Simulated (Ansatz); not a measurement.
# F3HSeSn: how energies converge with the basis set

One table from this session's results is given with a row withheld; the runs are named, their logs left out.

Method: one geometry, several basis sets; program: Ansatz 0.2.0, Gaussian basis.

The runs, in order: PBE0-D4/def2-SVP; ωB97M-V/def2-SVP; PBE0-D4/def2-QZVPP; ωB97M-V/def2-QZVPP; the functionals' def2-TZVPP values are taken from earlier runs.

### The relaxed structure

All runs share one geometry, relaxed beforehand with PBE0-D4 in a triple-zeta def2 set. Sn takes the def2 core potential; no spin-orbit term is included.

SMILES `[F][Sn]([F])([F])[SeH]`, 6 atoms, charge 0, spin multiplicity 1.

Atoms are counted from 1 here; the program's logs count them from 0.

Bond lengths: F1–Sn2 1.893 Å, Sn2–F3 1.891 Å, Sn2–F4 1.893 Å, Sn2–Se5 2.472 Å, Se5–H6 1.472 Å. Angles: F1–Sn2–F3 106.1°, F1–Sn2–F4 103.2°, F1–Sn2–Se5 114.9°, F3–Sn2–F4 106.0°, F3–Sn2–Se5 110.8°, F4–Sn2–Se5 115.0°, Sn2–Se5–H6 89.2°.

Set-up of the first run:

Contents of in.yaml:

```yaml
crystal:
  periodic: [false, false, false]
  atoms:
    - {symbol: F, position_ang: [-0.672322, -0.947253, 1.659920]}
    - {symbol: Sn, position_ang: [0.275898, -0.418869, 0.109409]}
    - {symbol: F, position_ang: [2.079638, -0.903629, 0.407363]}
    - {symbol: F, position_ang: [-0.369673, -1.603290, -1.218246]}
    - {symbol: Se, position_ang: [0.094516, 1.981497, -0.453832]}
    - {symbol: H, position_ang: [-1.366057, 1.827443, -0.550715]}
basis:
  gaussian: {orbitals: def2-SVP}
hamiltonian: {xc: pbe0, dispersion: d4}
output: {orbitals: {seedname: orbitals}}
```

Command:

```sh
$ ansatz run in.yaml --threads 4 --pin off --events-out ev --progress --plain --max-ram 10444MiB
```

Among the steps run: PBE0-D4 in def2-SVP; ωB97M-V in def2-SVP; PBE0-D4 in def2-QZVPP; ωB97M-V in def2-QZVPP.

One of the session's tables, all rows but one given; the rest of the session is left out.

It belongs to the step «Density functionals: the series». 

| functional | basis | HOMO (eV) | LUMO (eV) |
| --- | --- | --- | --- |
| PBE0-D4 | def2-SVP | -8.43 | -2.83 |
| PBE0-D4 | def2-TZVPP | ? | ? |
| PBE0-D4 | def2-QZVPP | -8.55 | -3.01 |
| ωB97M-V | def2-SVP | -10.60 | -0.73 |
| ωB97M-V | def2-TZVPP | -10.73 | -0.96 |
| ωB97M-V | def2-QZVPP | -10.74 | -1.04 |

**Question.** Estimate the row for PBE0-D4, def2-TZVPP.

**Answer.** HOMO (eV): -8.54; LUMO (eV): -2.99. In the column «HOMO (eV)» it lies between PBE0-D4, def2-QZVPP (-8.55) and PBE0-D4, def2-SVP (-8.43).
